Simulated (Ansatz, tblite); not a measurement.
# The cluster K8F8: a ladder of methods and basis sets

Aim: run the singlet of the cluster K8F8 at one geometry on many levels, and compare frontier levels, spin and run time.

The runs use Ansatz 0.2.0, Gaussian basis; as each input shows.

Plan: GFN1-xTB, GFN2-xTB, PBE-D4/def2-SVP, r2SCAN-D4/def2-SVP, HF/STO-3G, HF/6-31G, B3LYP-D4/6-31G, MP2/def2-SVP.

11 further runs of the same task are left out: 9 that didn't finish, 2 set aside as unsound or not needed. Runs told in other sessions of the task aren't counted.

## 1. The geometry

The geometry is that of the singlet, from an earlier relaxation (PBE-D4/def2-SVP).

16 atoms, charge 0, spin multiplicity 1.

Bond lengths: K1–F2 2.445 Å, K1–F5 2.441 Å, K1–F13 2.566 Å, F2–K3 2.573 Å, F2–K6 2.436 Å, K3–F4 2.418 Å, K3–F5 2.580 Å, K3–F7 2.954 Å, F4–K8 2.335 Å, F5–K9 2.475 Å, K6–F7 2.605 Å, K6–F13 2.600 Å, K6–F15 2.717 Å, F7–K8 2.581 Å, F7–K9 2.608 Å, F7–K11 2.541 Å, K8–F12 2.570 Å, K9–F10 2.570 Å and more. Angles: F2–K1–F5 87.7°, F2–K1–F13 87.2°, F5–K1–F13 88.9°, K1–F2–K3 94.5°, K1–F2–K6 96.6°, K3–F2–K6 96.0°, F2–K3–F4 115.8°, F2–K3–F5 82.1°, F2–K3–F7 84.2°, F4–K3–F5 149.2°, F4–K3–F7 77.1°, F5–K3–F7 80.3°, K3–F4–K8 108.3°, K1–F5–K3 94.4°, K1–F5–K9 97.4°, K3–F5–K9 101.0°, F2–K6–F7 94.9°, F2–K6–F13 86.6° and more.

PBE0-D4/def2-SVP was run before; its log isn't repeated, and its numbers join the tables.

## 2. GFN1-xTB

Tight binding, by tblite at 300 K electronic temperature and without a spin-polarisation term:

```python
tblite.interface.Calculator('GFN1-xTB', numbers, positions, charge=0, uhf=0).singlepoint()
```

Energy -1207.5997 eV, HOMO -10.01 eV, LUMO -8.81 eV; 0.015 s.

## 3. GFN2-xTB

Tight binding, by tblite at 300 K electronic temperature and without a spin-polarisation term:

```python
tblite.interface.Calculator('GFN2-xTB', numbers, positions, charge=0, uhf=0).singlepoint()
```

Energy -1093.3862 eV, HOMO -8.08 eV, LUMO -7.69 eV; 0.075 s.

## 4. PBE-D4/def2-SVP

start.molden holds the orbitals of an earlier run on this state, given as this run's starting guess.

in.yaml reads:

```yaml
crystal:
  periodic: [false, false, false]
  atoms:
    - {symbol: K, position_ang: [-0.998777, -1.797399, -3.284064]}
    - {symbol: F, position_ang: [-1.897287, -2.261428, -1.058391]}
    - {symbol: K, position_ang: [0.312600, -3.208861, -0.143769]}
    - {symbol: F, position_ang: [0.490658, -3.326290, 2.264783]}
    - {symbol: F, position_ang: [1.212582, -2.317472, -2.391253]}
    - {symbol: K, position_ang: [-1.600946, -0.014336, -0.164797]}
    - {symbol: F, position_ang: [0.853219, -0.405302, 0.615573]}
    - {symbol: K, position_ang: [0.802024, -1.161719, 3.082369]}
    - {symbol: K, position_ang: [1.850925, -0.010712, -1.761255]}
    - {symbol: F, position_ang: [1.857055, 2.462387, -1.060906]}
    - {symbol: K, position_ang: [1.305784, 2.002552, 1.289036]}
    - {symbol: F, position_ang: [0.038757, 1.267682, 3.427279]}
    - {symbol: F, position_ang: [-0.685542, 0.629965, -2.512017]}
    - {symbol: K, position_ang: [-0.388204, 2.994405, -1.828779]}
    - {symbol: F, position_ang: [-1.275536, 2.578530, 0.578495]}
    - {symbol: K, position_ang: [-1.877324, 2.567997, 2.947706]}
basis:
  gaussian: {orbitals: def2-SVP, initial_orbitals: start.molden}
hamiltonian: {xc: pbe, dispersion: d4}
scf: {omitted_lower_state_checks: [starts]}
output: {orbitals: {seedname: orbitals}}
```

Run with:

```sh
> ansatz run in.yaml --threads 4 --pin off --events-out ev --progress --plain --max-ram 6963MiB
```

The runs that follow: r2SCAN-D4/def2-SVP; HF/STO-3G; HF/6-31G; B3LYP-D4/6-31G; MP2/def2-SVP.

Q: Predict the results of all the runs planned. Wanted: gap in def2-SVP, named functionals, smallest and largest; correlation energy, MP2/def2-SVP; binding an atom, functionals in def2-SVP.

**Answer**, as computed:

| quantity | value |
| --- | --- |
| gap in def2-SVP, named functionals, smallest and largest | 2.38 eV (PBE-D4), 4.69 eV (PBE0-D4) |
| correlation energy, MP2/def2-SVP | -55.18 eV |
| binding an atom, functionals in def2-SVP | 3.33 (PBE0-D4) to 3.48 eV (PBE-D4) |

What this shows: Orbital gaps of the named functionals in def2-SVP span 2.38 eV (PBE-D4) to 4.69 eV (PBE0-D4); exact exchange widens it.
